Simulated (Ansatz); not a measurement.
**C₁₈H₂₃ClN₂Si: the relaxed shape and its frontier levels**

What does C₁₈H₂₃ClN₂Si look like as a singlet, and where do its frontier electrons sit?

Program: Ansatz 0.2.0, Gaussian basis. Level of theory: RKS PBE0-D4/def2-TZVP. These are calculated values, not measurements.

The runs, in order: relaxation at PBE-D4/def2-SVP; a single point at PBE0-D4/def2-TZVP.

### Step 1. Where the work starts

SMILES `C[Si](C)(Cl)CCCCc1ccc(/N=N/c2ccccc2)cc1`, 45 atoms, charge 0, spin multiplicity 1.

Atoms are counted from 1 here; the program's logs count them from 0.

Bond lengths: C1–Si2 1.905 Å, C1–H23 1.086 Å, C1–H24 1.085 Å, C1–H25 1.086 Å, Si2–C3 1.906 Å, Si2–Cl4 2.042 Å, Si2–C5 1.911 Å, C3–H26 1.086 Å, C3–H27 1.086 Å, C3–H28 1.086 Å, C5–C6 1.528 Å, C5–H29 1.090 Å, C5–H30 1.091 Å, C6–C7 1.529 Å, C6–H31 1.092 Å, C6–H32 1.092 Å, C7–C8 1.534 Å, C7–H33 1.092 Å and more. Angles: Si2–C1–H23 111.5°, Si2–C1–H24 111.4°, Si2–C1–H25 111.0°, H23–C1–H24 107.7°, H23–C1–H25 107.4°, H24–C1–H25 107.6°, C1–Si2–C3 110.4°, C1–Si2–Cl4 108.5°, C1–Si2–C5 110.0°, C3–Si2–Cl4 108.7°, C3–Si2–C5 111.0°, Cl4–Si2–C5 108.1°, Si2–C3–H26 111.3°, Si2–C3–H27 111.3°, Si2–C3–H28 111.4°, H26–C3–H27 107.7°, H26–C3–H28 107.6°, H27–C3–H28 107.4° and more.

The start is a GFN2-xTB geometry.

### Step 2. Optimising with PBE-D4/def2-SVP

File in.yaml:

```yaml
crystal:
  periodic: [false, false, false]
  atoms:
    - {symbol: C, position_ang: [-5.515910, 0.307880, -2.434020]}
    - {symbol: Si, position_ang: [-4.334810, -0.582670, -1.233870]}
    - {symbol: C, position_ang: [-5.157840, -2.151990, -0.532100]}
    - {symbol: Cl, position_ang: [-2.656580, -1.127570, -2.260700]}
    - {symbol: C, position_ang: [-3.813010, 0.602320, 0.171660]}
    - {symbol: C, position_ang: [-2.992280, -0.070020, 1.271850]}
    - {symbol: C, position_ang: [-2.709430, 0.855850, 2.455650]}
    - {symbol: C, position_ang: [-1.725740, 1.987850, 2.132370]}
    - {symbol: C, position_ang: [-0.395370, 1.462720, 1.678090]}
    - {symbol: C, position_ang: [0.061280, 1.682480, 0.381670]}
    - {symbol: C, position_ang: [1.283590, 1.198800, -0.032310]}
    - {symbol: C, position_ang: [2.072470, 0.448550, 0.847450]}
    - {symbol: N, position_ang: [3.260870, -0.146550, 0.492550]}
    - {symbol: N, position_ang: [3.928490, 0.378470, -0.444930]}
    - {symbol: C, position_ang: [5.042300, -0.305820, -0.882030]}
    - {symbol: C, position_ang: [6.084110, 0.445280, -1.435710]}
    - {symbol: C, position_ang: [7.203180, -0.190650, -1.931530]}
    - {symbol: C, position_ang: [7.285910, -1.575880, -1.913730]}
    - {symbol: C, position_ang: [6.242950, -2.327430, -1.391950]}
    - {symbol: C, position_ang: [5.128930, -1.703230, -0.871150]}
    - {symbol: C, position_ang: [1.607000, 0.203960, 2.144380]}
    - {symbol: C, position_ang: [0.400360, 0.724120, 2.552840]}
    - {symbol: H, position_ang: [-5.066490, 1.209100, -2.840360]}
    - {symbol: H, position_ang: [-6.439930, 0.593840, -1.941780]}
    - {symbol: H, position_ang: [-5.774830, -0.332790, -3.271490]}
    - {symbol: H, position_ang: [-6.024400, -1.905030, 0.074320]}
    - {symbol: H, position_ang: [-4.467390, -2.714360, 0.090390]}
    - {symbol: H, position_ang: [-5.490400, -2.813780, -1.327010]}
    - {symbol: H, position_ang: [-3.235160, 1.424400, -0.251460]}
    - {symbol: H, position_ang: [-4.701330, 1.047600, 0.623130]}
    - {symbol: H, position_ang: [-2.046250, -0.427000, 0.859870]}
    - {symbol: H, position_ang: [-3.538270, -0.938090, 1.647260]}
    - {symbol: H, position_ang: [-2.301490, 0.259660, 3.274470]}
    - {symbol: H, position_ang: [-3.649460, 1.292840, 2.801820]}
    - {symbol: H, position_ang: [-1.587240, 2.587280, 3.036840]}
    - {symbol: H, position_ang: [-2.150260, 2.637080, 1.365750]}
    - {symbol: H, position_ang: [-0.547800, 2.246690, -0.311150]}
    - {symbol: H, position_ang: [1.644740, 1.365930, -1.036430]}
    - {symbol: H, position_ang: [6.002920, 1.521730, -1.437770]}
    - {symbol: H, position_ang: [8.017950, 0.390950, -2.337910]}
    - {symbol: H, position_ang: [8.160170, -2.070380, -2.311380]}
    - {symbol: H, position_ang: [6.305760, -3.406170, -1.388200]}
    - {symbol: H, position_ang: [4.301360, -2.265580, -0.463900]}
    - {symbol: H, position_ang: [2.224010, -0.374120, 2.815220]}
    - {symbol: H, position_ang: [0.063320, 0.553730, 3.565290]}
basis:
  gaussian: {orbitals: def2-SVP, fitting: {mean_field: def2-universal-jkfit}}
hamiltonian: {xc: pbe, dispersion: d4}
scf: {lower_state_search: "off"}
output: {orbitals: {seedname: orbitals}}
relax: {f_tol: 0.03, max_steps: 70}
```

Started as:

```bash
ansatz run in.yaml --threads 2 --pin off --events-out ev --progress --plain --max-ram 31744MiB --backend cuda --devices 0, --max-vram 18GiB
```

Further steps of the session: Single point, PBE0-D4/def2-TZVP.

**Question.** What will the summary of the whole plan be? Wanted: point group; commonest bond, hydrogen aside; HOMO, LUMO at PBE0-D4/def2-TZVP; dipole at PBE-D4/def2-SVP.

The runs gave:

| quantity | value |
| --- | --- |
| point group | C1 |
| commonest bond, hydrogen aside | C–C, 16 of mean length 1.438 Å |
| HOMO, LUMO at PBE0-D4/def2-TZVP | -6.37, -2.30 eV |
| dipole at PBE-D4/def2-SVP | 3.04 D |

**Reading.** The molecule keeps its bonding pattern by the stored test; the atoms moved 1.03 Å (rms). No usable vibrations, so a minimum isn't proven. The point group is read from a loosely relaxed geometry; soft torsions can leave it below the true symmetry.
